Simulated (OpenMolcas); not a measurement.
# singlet CH3Cl2Si+: levels of theory compared

We compute a comparison of 6 runs (BHLYP/6-31G*, PBE0/6-31G*, SVWN5/6-31G*, TPSS/6-31G*, r2SCAN/6-31G*, MP2/6-31G*) of singlet CH3Cl2Si+. 

Program for the calculation: OpenMolcas 26.06.

1 further run of the same task is left out (set aside as unsound or not needed).

## Step 1: The molecule

CH3Cl2Si+ has 7 atoms, charge +1, and is taken as a singlet. SMILES of the parent species: `[CH2][SiH](Cl)Cl`. The shape is that of a PBE0-D4/def2-TZVP optimisation. This is one conformer, not always the lowest. That shape belongs to the parent species and isn't relaxed for this state.

Bond lengths: C1–Si2 1.823 Å, Si2–Cl3 2.049 Å, Si2–Cl4 2.049 Å, C1–H5 1.085 Å, C1–H6 1.085 Å, Si2–H7 1.475 Å. Angles: C1–Si2–Cl3 110.0°, C1–Si2–Cl4 110.0°, Cl3–Si2–Cl4 107.9°, C1–Si2–H7 112.5°, Cl3–Si2–H7 108.1°, Cl4–Si2–H7 108.2°, Si2–C1–H5 122.1°, Si2–C1–H6 122.1°, H5–C1–H6 115.8°.

## Step 2: A single-point energy at BHLYP/6-31G(d) (spherical functions) (run 1)

job.inp reads:

```
* CH3Cl2Si Kohn-Sham DFT
>>> EXPORT MOLCAS_PRINT=2
&GATEWAY
BasLib
$CurrDir
Coord
7
angstrom
C       -0.692700       0.892600       0.197500
Si       0.466300      -0.499500      -0.003900
Cl       1.593800      -0.235400      -1.694300
Cl      -0.574000      -2.252500      -0.209200
H       -1.447700       1.127200      -0.545500
H       -0.668800       1.540600       1.067500
H        1.384500      -0.641000       1.142000
Basis
6-31Gs
Group
NoSym
&SEWARD
GridInput
Grid=UltraFine
End of Grid
&SCF
Charge
1
KSDFT
HYB_GGA_XC_BHANDHLYP
Thresholds
1e-10 1e-07 1e-07 1e-05
PrOrbitals
1 2
```

The basis set 6-31G* is read from a file made from the Basis Set Exchange's data (not shown).

On the command line:

```bash
$ export MOLCAS_MEM=1860
$ pymolcas job.inp > job.log
```

Log:

```text
--- Start Module: gateway ---
[...]
--- Stop Module: gateway /rc=_RC_ALL_IS_WELL_ ---
--- Start Module: seward ---
[...]
      Basis functions           74
--- Stop Module: seward /rc=_RC_ALL_IS_WELL_ ---
[...]
--- Start Module: scf ---
[...]
       Convergence after  20 Iterations
[...]
::    Total KS-DFT energy                           -1249.4031902992
[...]
      Total spin, S                                     0.0000000000
[...]
      Total electronic charge=   56.000000
      Total            charge=    1.000000
[...]
      Dipole Moment (debye):
      Origin of the operator (angstrom)=    0.3511   -0.7811   -0.5545
                   X= -3.5636E+00               Y=  6.5232E+00               Z=  3.6313E+00           Total=  8.2727E+00
      Center of Charge (angstrom)
[...]
--- Stop Module: scf /rc=_RC_ALL_IS_WELL_ ---
[...]
```

Run time: 37 s. Hardware: 1 thread of Arm Neoverse N1, shared host; peak memory 0.43 GiB.

## Step 3: A single-point energy at PBE0/6-31G(d) (spherical functions) (run 2)

mol.inp reads:

```
&GATEWAY
  BasLib = $CurrDir
  Coord
  7
  bohr
  C     -1.30901329     1.68676954     0.37322091
  Si     0.88117929    -0.94391820    -0.00736993
  Cl     3.01184550    -0.44484153    -3.20176297
  Cl    -1.08470280    -4.25660810    -0.39533071
  H     -2.73575651     2.13009929    -1.03084560
  H     -1.26384883     2.91131207     2.01728264
  H      2.61632582    -1.21131445     2.15806723
  Basis = 6-31Gs
  Group = NoSym

&SEWARD
  GridInput
  Grid=UltraFine
  End of Grid

&SCF
  Charge = 1
  KSDFT = PBE0
  Thresholds = 1e-10 1e-07 1e-07 1e-05
  PrOrbitals = 1 1
```

The basis set 6-31G* is read from a file made from the Basis Set Exchange's data (not shown).

On the command line:

```bash
$ export MOLCAS_MEM=1860
$ pymolcas mol.inp > mol.log
```

Log:

```text
--- Start Module: gateway ---
[...]
--- Stop Module: gateway /rc=_RC_ALL_IS_WELL_ ---
--- Start Module: seward ---
[...]
      Basis functions           74
--- Stop Module: seward /rc=_RC_ALL_IS_WELL_ ---
[...]
--- Start Module: scf ---
[...]
       Convergence after  21 Iterations
[...]
::    Total KS-DFT energy                           -1248.9486499884
[...]
      Total spin, S                                     0.0000000000
[...]
      Total electronic charge=   56.000000
      Total            charge=    1.000000
[...]
      Dipole Moment (debye):
      Origin of the operator (angstrom)=    0.3511   -0.7811   -0.5545
                   X= -3.1049E+00               Y=  5.6910E+00               Z=  3.1699E+00           Total=  7.2164E+00
      Center of Charge (angstrom)
[...]
--- Stop Module: scf /rc=_RC_ALL_IS_WELL_ ---
[...]
```

Run time: 38 s. Hardware: 1 thread of Arm Neoverse N1, shared host; peak memory 0.43 GiB.

Runs 3 to 5 aren't shown in full; the table further down has their settings and results.

## Step 4: The energy at MP2/6-31G(d) (spherical functions) (run 6)

run.inp reads:

```
>>> EXPORT MOLCAS_PRINT=2
&GATEWAY
BasLib=$CurrDir
Coord
7
angstrom
C       -0.692700       0.892600       0.197500
Si       0.466300      -0.499500      -0.003900
Cl       1.593800      -0.235400      -1.694300
Cl      -0.574000      -2.252500      -0.209200
H       -1.447700       1.127200      -0.545500
H       -0.668800       1.540600       1.067500
H        1.384500      -0.641000       1.142000
Basis=6-31Gs
Group=NoSym
&SEWARD
&SCF
Charge=1
Thresholds=1e-10 1e-07 1e-07 1e-05
PrOrbitals=1 2
&MBPT2
Frozen=16
```

The basis set 6-31G* is read from a file made from the Basis Set Exchange's data (not shown).

On the command line:

```bash
$ export MOLCAS_MEM=1860
$ pymolcas run.inp > run.log
```

Log:

```text
--- Start Module: gateway ---
[...]
--- Stop Module: gateway /rc=_RC_ALL_IS_WELL_ ---
[...]
      Basis functions           74
[...]
--- Start Module: scf ---
[...]
       Convergence after  17 Iterations
[...]
::    Total SCF energy                              -1247.2074123847
[...]
      Total spin, S                                     0.0000000000
[...]
      Total electronic charge=   56.000000
      Total            charge=    1.000000
[...]
      Dipole Moment (debye):
      Origin of the operator (angstrom)=    0.3511   -0.7811   -0.5545
                   X= -4.0571E+00               Y=  7.4387E+00               Z=  4.1659E+00           Total=  9.4419E+00
      Center of Charge (angstrom)
[...]
--- Stop Module: scf /rc=_RC_ALL_IS_WELL_ ---
[...]
--- Start Module: mbpt2 ---
[...]
WARNING!
Default frozen orbitals as non valence orbitals is overwritten by user input.
Default values:  13
[...]
       Reference weight ( Cref**2 )         =        0.86128
::    Total MBPT2 energy                            -1247.6300936270
[...]
      Total MBPT2 calculations                           0.22      0.25
--- Stop Module: mbpt2 /rc=_RC_ALL_IS_WELL_ ---
[...]
```

Run time: 7.8 s. Hardware: 1 thread of Arm Neoverse N1, shared host; peak memory 0.43 GiB.

## Step 5: Overview of the runs

```tsv
run	level	integration grid	frozen core orbitals	energy (Eh)	HOMO energy (eV)	LUMO energy (eV)	HOMO–LUMO gap (eV)	wall time
1	BHLYP/6-31G* (spherical functions)	UltraFine	–	-1249.403190	-15.51	-10.92	4.59	37 s
2	PBE0/6-31G* (spherical functions)	UltraFine	–	-1248.948650	-14.51	-11.95	2.56	38 s
3	SVWN5/6-31G* (spherical functions)	UltraFine	–	-1244.914609	-13.32	-12.70	0.62	33 s
4	TPSS/6-31G* (spherical functions)	UltraFine	–	-1249.506126	-13.38	-12.45	0.93	86 s
5	r2SCAN/6-31G* (spherical functions)	UltraFine	–	-1249.315869	-13.57	-12.56	1.00	58 s
6	MP2/6-31G* (spherical functions)	–	16	-1247.630094	-17.34	-7.94	9.40	7.8 s
```

## Step 6: Summary of results

| quantity | value |
| --- | --- |
| run 6: total energy | -1247.63009 Eh |
| run 6: HOMO energy (Hartree–Fock orbitals) | -17.34 eV |
| run 6: LUMO energy (Hartree–Fock orbitals) | -7.94 eV |
| run 6: HOMO–LUMO gap (Hartree–Fock orbitals) | 9.40 eV |
| run 6: correlation energy (16 core orbitals frozen) | -422.7 mEh |

**Reading.** Over runs 1, 2, 3, 4, 5 the HOMO–LUMO gap runs from 0.62 eV (SVWN5/6-31G*) to 4.59 eV (BHLYP/6-31G*). Totals of different functionals can't be ranked against each other. All runs together took 4.3 min, the longest 86 s.
